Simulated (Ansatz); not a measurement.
# CH8ClNSi2: basis-set convergence

The task here is to estimate one member of a computed series from the others.

The runs use Ansatz 0.2.0, Gaussian basis; one geometry, several basis sets.

Levels to be run: PBE0-D4/def2-SVP; ωB97M-V/def2-SVP; PBE0-D4/def2-QZVPP; ωB97M-V/def2-QZVPP; the functionals' def2-TZVPP values are taken from earlier runs.

## Structure used throughout

All runs share one geometry, relaxed beforehand with PBE0-D4 in a triple-zeta def2 set.

SMILES `CN([SiH3])[SiH2]Cl`, 13 atoms, charge 0, spin multiplicity 1.

Atoms are counted from 1 here; the program's logs count them from 0.

Bond lengths: C1–N2 1.464 Å, C1–H6 1.094 Å, C1–H7 1.093 Å, C1–H8 1.095 Å, N2–Si3 1.734 Å, N2–Si4 1.707 Å, Si3–H9 1.488 Å, Si3–H10 1.483 Å, Si3–H11 1.489 Å, Si4–Cl5 2.067 Å, Si4–H12 1.477 Å, Si4–H13 1.481 Å. Angles: N2–C1–H6 110.6°, N2–C1–H7 110.7°, N2–C1–H8 112.1°, H6–C1–H7 107.3°, H6–C1–H8 108.2°, H7–C1–H8 107.8°, C1–N2–Si3 116.3°, C1–N2–Si4 118.2°, Si3–N2–Si4 124.6°, N2–Si3–H9 109.2°, N2–Si3–H10 108.2°, N2–Si3–H11 111.6°, H9–Si3–H10 110.6°, H9–Si3–H11 107.5°, H10–Si3–H11 109.8°, N2–Si4–Cl5 112.7°, N2–Si4–H12 109.2°, N2–Si4–H13 109.3° and more.

Set-up of the first run:

Contents of in.yaml:

```yaml
crystal:
  periodic: [false, false, false]
  atoms:
    - {symbol: C, position_ang: [-1.497498, 0.222562, -0.020632]}
    - {symbol: N, position_ang: [-0.061626, -0.036484, -0.138057]}
    - {symbol: Si, position_ang: [0.480175, -1.602407, 0.371810]}
    - {symbol: Si, position_ang: [0.968361, 1.279459, -0.486034]}
    - {symbol: Cl, position_ang: [1.193594, 2.564321, 1.117941]}
    - {symbol: H, position_ang: [-2.074045, -0.629417, -0.393704]}
    - {symbol: H, position_ang: [-1.782218, 1.093998, -0.616528]}
    - {symbol: H, position_ang: [-1.798319, 0.411426, 1.015099]}
    - {symbol: H, position_ang: [-0.213275, -2.645750, -0.431479]}
    - {symbol: H, position_ang: [1.946483, -1.674786, 0.165095]}
    - {symbol: H, position_ang: [0.159675, -1.852720, 1.804284]}
    - {symbol: H, position_ang: [2.311461, 0.767691, -0.826877]}
    - {symbol: H, position_ang: [0.367221, 2.102097, -1.560919]}
basis:
  gaussian: {orbitals: def2-SVP}
hamiltonian: {xc: pbe0, dispersion: d4}
output: {orbitals: {seedname: orbitals}}
```

Started as:

```sh
> ansatz run in.yaml --threads 4 --pin off --events-out ev --progress --plain --max-ram 10444MiB
```

Steps of the session up to this table: PBE0-D4 in def2-SVP; ωB97M-V in def2-SVP; PBE0-D4 in def2-QZVPP; ωB97M-V in def2-QZVPP.

One table of the session follows, with a row left open; its other results are not shown here.

It belongs to the step «Density functionals: the series». 

```
functional       basis  HOMO (eV)  LUMO (eV)
   PBE0-D4    def2-SVP          ?          ?
   PBE0-D4  def2-TZVPP      -7.52       0.11
   PBE0-D4  def2-QZVPP      -7.54      -0.01
   ωB97M-V    def2-SVP      -9.67       2.41
   ωB97M-V  def2-TZVPP      -9.80       1.81
   ωB97M-V  def2-QZVPP      -9.82       1.51
```

**Question.** Estimate the row for PBE0-D4, def2-SVP.

**Answer.** HOMO (eV): -7.43; LUMO (eV): 0.53. In the column «HOMO (eV)» it is the highest.
